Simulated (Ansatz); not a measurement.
Predict the output of the script below (the Python package of Ansatz (0.2.0)).

Script `ch4alfs_md.py`:
```python
"""Molecular dynamics of one CH4AlFS molecule."""

import ansatz as az
from ase import Atoms
import numpy as np

atoms = Atoms(["C", "Al", "F", "S", "H", "H", "H", "H"], positions=[
    (-0.1378, 1.2342, -0.1024),
    (0.5667, -0.5648, -0.1515),
    (2.3092, -0.8106, 0.0389),
    (-0.7278, -2.3319, -0.4434),
    (-1.2838, 1.2214, -0.2702),
    (0.0426, 1.769, 0.8608),
    (0.2896, 1.8815, -0.928),
    (-0.9665, -2.4559, 0.94),
])
ch4alfs = az.Crystal.molecule_from_ase(atoms)

base = (
    ch4alfs.calculation()
    .basis(gaussian="6-31G")
    .functional("PBE")
    .md("nve", timestep=0.5, steps=20, temperature=500, initial_velocities="maxwell_boltzmann", seed=78)
)
frames = []
outcome = base.session().plan().execute(on_event=lambda e: frames.append(e["data"]) if e["event"] == "md_step" else None)
print("t (fs)   E_pot (eV)      E_kin (eV)   T (K)   d(0-1) (A)")
for f in frames[::1]:
    xyz = np.array(f["positions_ang"])
    print(f"{f['time_fs']:6.2f} {f['lagrangian_ev']:14.5f} {f['e_kin_ev']:10.5f} {f['temperature_k']:8.1f} {np.linalg.norm(xyz[0] - xyz[1]):9.4f}")
kept = np.array([f["conserved_ev"] for f in frames])
print(f"conserved energy moves by at most {1000 * np.ptp(kept):.3f} meV")
symbols = [site.symbol for site in ch4alfs.cartesian_sites]
with open("last_frame.xyz", "w") as handle:
    handle.write(f"{len(symbols)}\nt = {frames[-1]['time_fs']} fs\n")
    handle.writelines("{:2s} {:10.5f} {:10.5f} {:10.5f}\n".format(s, *xyz) for s, xyz in zip(symbols, frames[-1]["positions_ang"]))
```

```console
$ python ch4alfs_md.py
t (fs)   E_pot (eV)      E_kin (eV)   T (K)   d(0-1) (A)
  0.00   -21238.97169    0.38778    500.0    1.9326
  0.50   -21238.98199    0.39782    512.9    1.9288
  1.00   -21238.98538    0.40100    517.0    1.9252
  1.50   -21238.97880    0.39435    508.5    1.9221
  2.00   -21238.96143    0.37712    486.3    1.9193
  2.50   -21238.93564    0.35167    453.4    1.9167
  3.00   -21238.90704    0.32355    417.2    1.9145
  3.50   -21238.88323    0.30018    387.0    1.9124
  4.00   -21238.87117    0.28835    371.8    1.9106
  4.50   -21238.87436    0.29143    375.8    1.9088
  5.00   -21238.89115    0.30782    396.9    1.9073
  5.50   -21238.91539    0.33156    427.5    1.9059
  6.00   -21238.93929    0.35507    457.8    1.9047
  6.50   -21238.95677    0.37242    480.2    1.9038
  7.00   -21238.96563    0.38142    491.8    1.9031
  7.50   -21238.96763    0.38369    494.7    1.9028
  8.00   -21238.96686    0.38321    494.1    1.9030
  8.50   -21238.96767    0.38421    495.4    1.9035
  9.00   -21238.97319    0.38982    502.6    1.9045
  9.50   -21238.98479    0.40140    517.6    1.9060
 10.00   -21239.00222    0.41873    539.9    1.9081
conserved energy moves by at most 1.626 meV
```

`last_frame.xyz`, as written:
```text
8
t = 10.0 fs
C    -0.09838    1.25818   -0.11674
Al    0.54616   -0.53721   -0.15960
F     2.29854   -0.80580    0.05090
S    -0.73858   -2.35590   -0.43777
H    -1.23502    1.38115   -0.30017
H     0.10069    1.66521    0.89009
H     0.44317    1.92973   -0.87421
H    -0.60302   -2.91147    0.86940
```

Reading the output:
- Total energies depend on the basis set; only differences at equal settings carry meaning.
- The trajectory is only some femtoseconds long, so its temperature is not equilibrated; where the script doesn't relax first, it starts from a rough generated geometry.
- The temperature counts the internal degrees of freedom alone.
- Run time: 43 s on 1 thread of Arm Neoverse V1 (shared host), peak memory 0.17 GiB.
